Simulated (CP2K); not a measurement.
# Bi2Te3 (Tellurobismuthite) (R-3m) in CP2K: further runs

Aim: see how the results for Bi2Te3 (Tellurobismuthite) move with the level of theory and the settings. Levels: PBEsol, LDA, r2SCAN, PBE. Tasks: band structure.

All numbers are computed with CP2K 2026.2; they aren't measurements. Logs are shortened: lines on timing, memory, paths and dates and some standing lists are left out, and cuts for length are marked.

**Measured values to compare with.**

From “Vacancy and Antisite-Induced Ferromagnetism in Liquid-Phase Exfoliated Bi2Te3”, 2024, arxiv:2412.10539, for a bulk crystal of Bi2Te3: band gap 0.17 eV.

How close the calculation comes is told below.

## 1. The structure

It takes space group R-3m (No. 166, trigonal). The conventional cell has a = 4.386 Å, b = 4.386 Å, c = 30.497 Å, α = 90.00°, β = 90.00°, γ = 120.00°. Around Bi (site symmetry 3m) lie 6 Te at 3.07 to 3.25 Å. Around Te (site symmetry 3m) lie 3 Bi at 3.07 Å. Te (site symmetry -3m) has 6 Bi at 3.25 Å as nearest neighbours.

## 2. Band structure, PBEsol

Input file bi2te3_bands.inp:

```
&GLOBAL
  PROJECT bi2te3_bands
  RUN_TYPE ENERGY_FORCE
  PRINT_LEVEL LOW
&END GLOBAL
&FORCE_EVAL
  METHOD QS
  STRESS_TENSOR ANALYTICAL
  &DFT
    BASIS_SET_FILE_NAME BASIS_MOLOPT_UZH
    POTENTIAL_FILE_NAME POTENTIAL_UZH
    &MGRID
      CUTOFF 450
      REL_CUTOFF 60
      NGRIDS 4
    &END MGRID
    &QS
      METHOD GPW
      EPS_DEFAULT 1.0E-9
    &END QS
    &KPOINTS
      SCHEME MONKHORST-PACK 7 7 7
      GAMMA_CENTERED T
      SYMMETRY T
      SYMMETRY_BACKEND SPGLIB
    &END KPOINTS
    &SCF
      SCF_GUESS ATOMIC
      EPS_SCF 1.0E-6
      MAX_SCF 100
      ADDED_MOS 16
      CHOLESKY OFF
      EPS_EIGVAL 1.0E-7
      &DIAGONALIZATION ON
        ALGORITHM STANDARD
      &END DIAGONALIZATION
      &MIXING ON
        METHOD BROYDEN_MIXING
        ALPHA 0.4
        BETA 1.5
        NBUFFER 8
      &END MIXING
      &SMEAR ON
        METHOD FERMI_DIRAC
        ELECTRONIC_TEMPERATURE [K] 1160.452
      &END SMEAR
    &END SCF
    &XC
      &XC_FUNCTIONAL
        &GGA_X_PBE_SOL
        &END GGA_X_PBE_SOL
        &GGA_C_PBE_SOL
        &END GGA_C_PBE_SOL
      &END XC_FUNCTIONAL
    &END XC
    &PRINT
      &KPOINTS ON
      &END KPOINTS
      &MULLIKEN ON
      &END MULLIKEN
      &MO ON
        ENERGIES T
        OCCUPATION_NUMBERS T
        &EACH
          QS_SCF 0
        &END EACH
        ADD_LAST NUMERIC
      &END MO
      &BAND_STRUCTURE
        FILE_NAME bands.bs
        ADDED_MOS 2
        &KPOINT_SET
          UNITS B_VECTOR
          NPOINTS 10
          SPECIAL_POINT GAMMA 0.00000000 0.00000000 0.00000000
          SPECIAL_POINT L 0.50000000 0.00000000 0.00000000
          SPECIAL_POINT B1 0.50000000 0.17700839 -0.17700839
        &END KPOINT_SET
        &KPOINT_SET
          UNITS B_VECTOR
          NPOINTS 10
          SPECIAL_POINT B 0.82299161 0.50000000 0.17700839
          SPECIAL_POINT Z 0.50000000 0.50000000 0.50000000
          SPECIAL_POINT GAMMA 0.00000000 0.00000000 0.00000000
          SPECIAL_POINT X 0.33850420 0.00000000 -0.33850420
        &END KPOINT_SET
        &KPOINT_SET
          UNITS B_VECTOR
          NPOINTS 10
          SPECIAL_POINT Q 0.66149580 0.33850420 0.00000000
          SPECIAL_POINT F 0.50000000 0.50000000 0.00000000
          SPECIAL_POINT P1 0.66149580 0.66149580 0.17700839
          SPECIAL_POINT Z 0.50000000 0.50000000 0.50000000
        &END KPOINT_SET
        &KPOINT_SET
          UNITS B_VECTOR
          NPOINTS 10
          SPECIAL_POINT L 0.50000000 0.00000000 0.00000000
          SPECIAL_POINT P 0.82299161 0.33850420 0.33850420
        &END KPOINT_SET
      &END BAND_STRUCTURE
    &END PRINT
  &END DFT
  &SUBSYS
    &CELL
      A 10.4763118882 0.0000000000 0.0000000000
      B 9.5581931740 4.2888289808 0.0000000000
      C 9.5581931740 2.0461426804 3.7692644054
      PERIODIC XYZ
    &END CELL
    &COORD
      SCALED
      Bi  0.6000000000 0.6000000000 0.6000000000
      Bi  0.4000000000 0.4000000000 0.4000000000
      Te  0.7905000000 0.7905000000 0.7905000000
      Te  0.2095000000 0.2095000000 0.2095000000
      Te  0.0000000000 0.0000000000 0.0000000000
    &END COORD
    &KIND Bi
      BASIS_SET TZVP-MOLOPT-PBE-GTH-q5
      POTENTIAL GTH-PBE-q5
    &END KIND
    &KIND Te
      BASIS_SET TZVP-MOLOPT-PBE-GTH-q6
      POTENTIAL GTH-PBE-q6
    &END KIND
    &PRINT
      &ATOMIC_COORDINATES ON
      &END ATOMIC_COORDINATES
      &CELL ON
      &END CELL
      &SYMMETRY ON
      &END SYMMETRY
    &END PRINT
  &END SUBSYS
  &PRINT
    &FORCES ON
    &END FORCES
    &STRESS_TENSOR ON
    &END STRESS_TENSOR
  &END PRINT
&END FORCE_EVAL
```

Potentials or basis: POTENTIAL_UZH Bi GTH-PBE-q5, Te GTH-PBE-q6; TZVP-MOLOPT-PBE-GTH basis.

Command:

```console
$ OMP_NUM_THREADS=1 mpirun -n 3 cp2k.psmp -i bi2te3_bands.inp -o bi2te3_bands.out
```

bi2te3_bands.out:

```text

 CP2K| version string:                                       CP2K version 2026.2
 CP2K| Input file name                                          bi2te3_bands.inp

 GLOBAL| Force Environment number                                              1
 GLOBAL| Basis set file name                                    BASIS_MOLOPT_UZH
 GLOBAL| Potential file name                                       POTENTIAL_UZH
 GLOBAL| MM Potential file name                                     MM_POTENTIAL
 GLOBAL| Coordinate file name                                      __STD_INPUT__
 GLOBAL| Method name                                                        CP2K
 GLOBAL| Project name                                               bi2te3_bands
 GLOBAL| Run type                                                   ENERGY_FORCE
 GLOBAL| FFT library                                                       FFTW3
[... 8 lines left out ...]
 GLOBAL| CPU model name                                                  UNKNOWN

 CELL| Volume [angstrom^3]:                                           169.357234
 CELL| Vector a [angstrom]:      10.476     0.000     0.000   |a| =    10.476312
 CELL| Vector b [angstrom]:       9.558     4.289     0.000   |b| =    10.476312
 CELL| Vector c [angstrom]:       9.558     2.046     3.769   |c| =    10.476312
 CELL| Angle (b,c), alpha [degree]:                                    24.166112
 CELL| Angle (a,c), beta  [degree]:                                    24.166112
 CELL| Angle (a,b), gamma [degree]:                                    24.166112
 CELL| Numerically orthorhombic:                                              NO
 CELL| Periodicity                                                           XYZ

 CELL_REF| Volume [angstrom^3]:                                       169.357234
 CELL_REF| Vector a [angstrom    10.476     0.000     0.000   |a| =    10.476312
 CELL_REF| Vector b [angstrom     9.558     4.289     0.000   |b| =    10.476312
 CELL_REF| Vector c [angstrom     9.558     2.046     3.769   |c| =    10.476312
 CELL_REF| Angle (b,c), alpha [degree]:                                24.166112
 CELL_REF| Angle (a,c), beta  [degree]:                                24.166112
 CELL_REF| Angle (a,b), gamma [degree]:                                24.166112
 CELL_REF| Numerically orthorhombic:                                          NO
 CELL_REF| Periodicity                                                       XYZ

[... 8 lines left out ...]
 TOTAL NUMBERS AND MAXIMUM NUMBERS

  Total number of            - Atomic kinds:                                   2
                             - Atoms:                                          5
                             - Shell sets:                                     5
                             - Shells:                                        35
                             - Primitive Cartesian functions:                 22
                             - Cartesian basis functions:                     90
                             - Spherical basis functions:                     85

  Maximum angular momentum of- Orbital basis functions:                        2
                             - Local part of the GTH pseudopotential:          0
                             - Non-local part of the GTH pseudopotential:      4

 MODULE QUICKSTEP: ATOMIC COORDINATES IN ANGSTROM
[... 144 lines left out ...]
 MO|      2              -0.305780              -8.320684               2.000000
 MO|      3              -0.233367              -6.350233               2.000000
 MO|      4              -0.186542              -5.076062               2.000000
 MO|      5              -0.114272              -3.109512               2.000000
 MO|      6               0.065930               1.794051               2.000000
[... 490 lines left out ...]
 MO|     29               0.541813              14.743494               0.000000
 MO|     30               0.559472              15.223999               0.000000
 MO| Sum:                                                              28.003187
 MO| E(Fermi):            0.176151 a.u.          4.793301 eV

 [... the levels of further k-points ...]

 !-----------------------------------------------------------------------------!
                     Mulliken Population Analysis

 #  Atom  Element  Kind  Atomic population                           Net charge
       1     Bi       1          4.593102                              0.406898
       2     Bi       1          4.593101                              0.406899
       3     Te       2          6.193927                             -0.193927
       4     Te       2          6.193927                             -0.193927
       5     Te       2          6.425943                             -0.425943
 # Total charge                             28.000000                 -0.000000

 !-----------------------------------------------------------------------------!

 KPOINTS| Band Structure Calculation
 KPOINTS| Number of k-point sets                                               4
 KPOINTS| Number of added MOs/bands                                            2
 KPOINTS| Number of k-points in set    1                                      21
 KPOINTS| In units of b-vector [2pi/Bohr]
 KPOINTS| Special point     1       GAMMA     0.000000     0.000000     0.000000
 KPOINTS| Special point     2           L     0.500000     0.000000     0.000000
 KPOINTS| Special point     3          B1     0.500000     0.177008    -0.177008
 KPOINTS| Number of k-points in set    2                                      31
 KPOINTS| In units of b-vector [2pi/Bohr]
 KPOINTS| Special point     1           B     0.822992     0.500000     0.177008
 KPOINTS| Special point     2           Z     0.500000     0.500000     0.500000
 KPOINTS| Special point     3       GAMMA     0.000000     0.000000     0.000000
 KPOINTS| Special point     4           X     0.338504     0.000000    -0.338504
 KPOINTS| Number of k-points in set    3                                      31
 KPOINTS| In units of b-vector [2pi/Bohr]
 KPOINTS| Special point     1           Q     0.661496     0.338504     0.000000
 KPOINTS| Special point     2           F     0.500000     0.500000     0.000000
 KPOINTS| Special point     3          P1     0.661496     0.661496     0.177008
 KPOINTS| Special point     4           Z     0.500000     0.500000     0.500000
 KPOINTS| Number of k-points in set    4                                      11
 KPOINTS| In units of b-vector [2pi/Bohr]
 KPOINTS| Special point     1           L     0.500000     0.000000     0.000000
 KPOINTS| Special point     2           P     0.822992     0.338504     0.338504

 ENERGY| Total FORCE_EVAL ( QS ) energy [hartree]            -35.438048835340055

 FORCES| Atomic forces [hartree/bohr]
 FORCES|   Atom     x               y               z               |f|
 FORCES|      1  1.55900099E-03  3.33729885E-04  1.98633036E-04   1.60664707E-03
 FORCES|      2 -1.55900594E-03 -3.33766344E-04 -1.98489820E-04   1.60664175E-03
 FORCES|      3  2.86039918E-03  6.12368753E-04  3.64261455E-04   2.94780688E-03
 FORCES|      4 -2.86033363E-03 -6.12365746E-04 -3.64348252E-04   2.94775337E-03
 FORCES|      5 -6.06068367E-08  3.34514551E-08 -5.64190525E-08   8.93045239E-08
 FORCES| Sum     9.68728463E-13  3.49588997E-13 -2.37116975E-13
 FORCES| Total atomic force                                       1.05682154E-12

 STRESS| Analytical stress tensor [bar]
 STRESS|                        x                   y                   z
 STRESS|      x        1.12241237169E+04  -4.60742234503E+02  -2.74231955834E+02
 STRESS|      y       -4.60742234503E+02   1.32781261772E+04  -5.85483446809E+01
 STRESS|      z       -2.74231955834E+02  -5.85483446809E+01   1.33416217925E+04
 STRESS| 1/3 Trace                                             1.26146238955E+04
 STRESS| Determinant                                           1.98448898663E+12

 STRESS| Eigenvectors and eigenvalues of the analytical stress tensor [bar]
 STRESS|                        1                   2                   3
 STRESS| Eigenvalues   1.10905764620E+04   1.33764756997E+04   1.33768195249E+04
 STRESS|      x           0.970353843198     -0.007442173188     -0.241574073628
 STRESS|      y           0.207684613267     -0.485543084748      0.849184911704
 STRESS|      z           0.123614402086      0.874181060714      0.469602973463
```

It took 44 s on 3 MPI ranks of Arm Neoverse V2, shared host.

Results:

| Quantity | Value |
| --- | --- |
| Free energy | -964.3183 eV |
| Pressure | 1.3 GPa |
| Largest force | 0.152 eV/Å |
| Band gap on the k mesh | 0.21 eV, direct |
| Band gap along the path | 0.21 eV, direct |
| Mulliken charges | Bi +0.41; Te -0.19, -0.43 e |

Forces in eV/Å, atoms in the order of the input:
```
Bi   0.080  0.017  0.010
Bi  -0.080 -0.017 -0.010
Te   0.147  0.031  0.019
Te  -0.147 -0.031 -0.019
Te   0.000  0.000  0.000
```

Stress tensor (GPa, compression positive):
```
 1.12 -0.05 -0.03
-0.05  1.33 -0.01
-0.03 -0.01  1.33
```

Levels at the corners of the path, in eV from the valence-band top:
```
point  band 10  band 11  band 12  band 13  band 14  band 15  band 16  band 17  band 18  band 19
    Γ    -1.76    -1.76    -0.99    -0.99     0.00     0.21     0.61     0.61     2.04     2.19
    L    -3.25    -3.01    -2.55    -1.04    -0.56     0.50     1.02     2.76     2.97     3.62
   B1    -3.59    -2.69    -2.07    -1.07    -0.83     1.17     1.42     2.55     3.29     4.30
    B    -3.59    -2.69    -2.07    -1.07    -0.83     1.17     1.42     2.55     3.29     4.30
    Z    -1.48    -1.48    -1.27    -1.27    -0.50     0.82     1.11     1.11     1.66     1.66
    Γ    -1.76    -1.76    -0.99    -0.99     0.00     0.21     0.61     0.61     2.04     2.19
    X    -3.20    -3.11    -1.75    -1.46    -0.71     1.04     2.01     2.06     3.70     3.88
    Q    -3.20    -3.11    -1.75    -1.46    -0.71     1.04     2.01     2.06     3.70     3.88
    F    -2.46    -2.11    -1.91    -1.68    -1.04     0.78     1.53     2.04     2.70     2.77
   P1    -2.62    -2.58    -1.49    -1.42    -1.32     1.11     1.30     1.66     2.76     3.14
    Z    -1.48    -1.48    -1.27    -1.27    -0.50     0.82     1.11     1.11     1.66     1.66
    L    -3.25    -3.01    -2.55    -1.04    -0.56     0.50     1.02     2.76     2.97     3.62
    P    -2.62    -2.58    -1.49    -1.42    -1.32     1.11     1.30     1.66     2.76     3.14
```

Caveat: Mulliken charges move with the basis; the potentials were made for another functional, which shifts forces and pressure; spin-orbit coupling is left out, which as a rule narrows the gap of such compounds by several tenths of an eV; the basis of atomic orbitals isn't converged, which shifts pressures, moduli and gaps.

## 3. Band structure, LDA

Changes to bi2te3_bands.inp since step 2:

```diff
@@ -10,3 +10,3 @@
     BASIS_SET_FILE_NAME BASIS_MOLOPT_UZH
-    POTENTIAL_FILE_NAME POTENTIAL_UZH
+    POTENTIAL_FILE_NAME GTH_POTENTIALS
     &MGRID
@@ -14,3 +14,3 @@
       REL_CUTOFF 60
-      NGRIDS 4
+      NGRIDS 5
     &END MGRID
@@ -49,6 +49,6 @@
       &XC_FUNCTIONAL
-        &GGA_X_PBE_SOL
-        &END GGA_X_PBE_SOL
-        &GGA_C_PBE_SOL
-        &END GGA_C_PBE_SOL
+        &LDA_X
+        &END LDA_X
+        &LDA_C_PW
+        &END LDA_C_PW
       &END XC_FUNCTIONAL
@@ -70,6 +70,6 @@
         FILE_NAME bands.bs
-        ADDED_MOS 2
+        ADDED_MOS 6
         &KPOINT_SET
           UNITS B_VECTOR
-          NPOINTS 10
+          NPOINTS 6
           SPECIAL_POINT GAMMA 0.00000000 0.00000000 0.00000000
@@ -80,3 +80,3 @@
           UNITS B_VECTOR
-          NPOINTS 10
+          NPOINTS 6
           SPECIAL_POINT B 0.82299161 0.50000000 0.17700839
@@ -88,3 +88,3 @@
           UNITS B_VECTOR
-          NPOINTS 10
+          NPOINTS 6
           SPECIAL_POINT Q 0.66149580 0.33850420 0.00000000
@@ -96,3 +96,3 @@
           UNITS B_VECTOR
-          NPOINTS 10
+          NPOINTS 6
           SPECIAL_POINT L 0.50000000 0.00000000 0.00000000
@@ -120,3 +120,3 @@
       BASIS_SET TZVP-MOLOPT-PBE-GTH-q5
-      POTENTIAL GTH-PBE-q5
+      POTENTIAL GTH-PADE-q5
     &END KIND
@@ -124,3 +124,3 @@
       BASIS_SET TZVP-MOLOPT-PBE-GTH-q6
-      POTENTIAL GTH-PBE-q6
+      POTENTIAL GTH-PADE-q6
     &END KIND
```

Potentials or basis: GTH_POTENTIALS Bi GTH-PADE-q5, Te GTH-PADE-q6; TZVP-MOLOPT-PBE-GTH basis.

Command:

```console
$ OMP_NUM_THREADS=1 mpirun -n 3 cp2k.psmp -i bi2te3_bands.inp -o bi2te3_bands.out
```

It took 40 s on 3 MPI ranks of Arm Neoverse V2, shared host.

Results (log left out):

```yaml
Free_energy: -979.2026 eV
Pressure: -1.4 GPa
Largest_force: 0.182 eV/Å
Band_gap_on_the_k_mesh: 0.23 eV, direct
Band_gap_along_the_path: 0.23 eV, direct
Mulliken_charges: Bi +0.43; Te -0.21, -0.44 e
```

Forces on the atoms (eV/Å):
```
Bi  -0.070 -0.015 -0.009
Bi   0.070  0.015  0.009
Te  -0.176 -0.038 -0.022
Te   0.176  0.038  0.022
Te   0.000  0.000  0.000
```

Stress tensor (GPa, compression positive):
```
-1.73 -0.12 -0.07
-0.12 -1.21 -0.01
-0.07 -0.01 -1.20
```

Levels at the corners of the path, in eV from the valence-band top:
| point | band 12 | band 13 | band 14 | band 15 | band 16 | band 17 |
| --- | --- | --- | --- | --- | --- | --- |
| Γ | -0.87 | -0.87 | 0.00 | 0.23 | 0.59 | 0.59 |
| L | -2.44 | -0.92 | -0.51 | 0.52 | 1.00 | 2.73 |
| B1 | -1.96 | -0.98 | -0.78 | 1.16 | 1.38 | 2.49 |
| B | -1.96 | -0.98 | -0.78 | 1.16 | 1.38 | 2.49 |
| Z | -1.15 | -1.15 | -0.50 | 0.87 | 1.10 | 1.10 |
| Γ | -0.87 | -0.87 | 0.00 | 0.23 | 0.59 | 0.59 |
| X | -1.65 | -1.39 | -0.65 | 1.02 | 1.96 | 2.02 |
| Q | -1.65 | -1.39 | -0.65 | 1.02 | 1.96 | 2.02 |
| F | -1.87 | -1.55 | -0.96 | 0.80 | 1.60 | 2.01 |
| P1 | -1.37 | -1.36 | -1.25 | 1.13 | 1.33 | 1.64 |
| Z | -1.15 | -1.15 | -0.50 | 0.87 | 1.10 | 1.10 |
| L | -2.44 | -0.92 | -0.51 | 0.52 | 1.00 | 2.73 |
| P | -1.37 | -1.36 | -1.25 | 1.13 | 1.33 | 1.64 |

Caveat: Mulliken charges move with the basis; spin-orbit coupling is left out, which as a rule narrows the gap of such compounds by several tenths of an eV; the basis of atomic orbitals isn't converged, which shifts pressures, moduli and gaps.

[end of part 1 of 3]
